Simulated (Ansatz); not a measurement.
# CHNOTe (SMILES O=C1N[Te]1): single points off equilibrium

An exercise on one series of results from a longer session: the logs are not shown, and one member is left open.

Method: single points in def2-TZVPP; program: Ansatz 0.2.0, Gaussian basis.

Correlated methods freeze the cores. Filled d shells of the heavier atoms are correlated. Core potentials replace the inner electrons past krypton, and spin-orbit coupling is left out.

**The system as given**

SMILES `O=C1N[Te]1`, 5 atoms, charge 0, spin multiplicity 1.

Atoms are counted from 1 here; the program's logs count them from 0.

Bond lengths: O1–C2 1.147 Å, C2–N3 1.283 Å, C2–Te4 2.264 Å, N3–Te4 2.153 Å, N3–H5 0.925 Å. Angles: O1–C2–N3 157.3°, O1–C2–Te4 133.0°, N3–C2–Te4 68.5°, C2–N3–Te4 77.9°, C2–N3–H5 126.1°, Te4–N3–H5 135.6°, C2–Te4–N3 33.6°.

Coordinates:

```
O    -1.4008   -0.3620    1.0221
C    -0.4955   -0.1201    0.3604
N     0.7172    0.1907    0.0818
Te   -0.2936    0.6115   -1.7724
H     1.4722   -0.2831    0.3307
```

The first run:

Input file run/in.yaml:

```yaml
crystal:
  periodic: [false, false, false]
  atoms:
    - {symbol: O, position_ang: [-1.400800, -0.362000, 1.022100]}
    - {symbol: C, position_ang: [-0.495500, -0.120100, 0.360400]}
    - {symbol: N, position_ang: [0.717200, 0.190700, 0.081800]}
    - {symbol: Te, position_ang: [-0.293600, 0.611500, -1.772400]}
    - {symbol: H, position_ang: [1.472200, -0.283100, 0.330700]}
basis:
  gaussian: {orbitals: def2-TZVPP}
correlation: {method: ccsd_t}
output: {forces: true}
```

The command line of these runs was not kept.

Steps of the session up to this table: CCSD(T)/def2-TZVPP; PBE0-D4/def2-TZVPP; wB97M-V/def2-TZVPP; r2SCAN-D4/def2-TZVPP; PBE-D4/def2-TZVPP; SPW92/def2-TZVPP; LC-wPBE/def2-TZVPP.

One of the session's tables, all rows but one given; the rest of the session is left out.

| method | RMS force component (eV/Å) | angle to CCSD(T) forces (°) | dipole (D) |
| --- | --- | --- | --- |
| CCSD(T) | 2.035 | reference | 2.05 |
| PBE0-D4 | 2.009 | 8.9 | 2.07 |
| wB97M-V | ? | ? | ? |
| r2SCAN-D4 | 2.055 | 3.9 | 2.13 |
| PBE-D4 | 2.221 | 4.6 | 2.04 |
| SPW92 | 2.255 | 7.0 | 2.07 |
| LC-wPBE | 2.008 | 13.7 | 2.05 |

**Question.** Estimate the row for wB97M-V.

As computed: RMS force component (eV/Å): 1.975; angle to CCSD(T) forces (°): 10.2; dipole (D): 2.05. In the column «RMS force component (eV/Å)» it is the lowest.
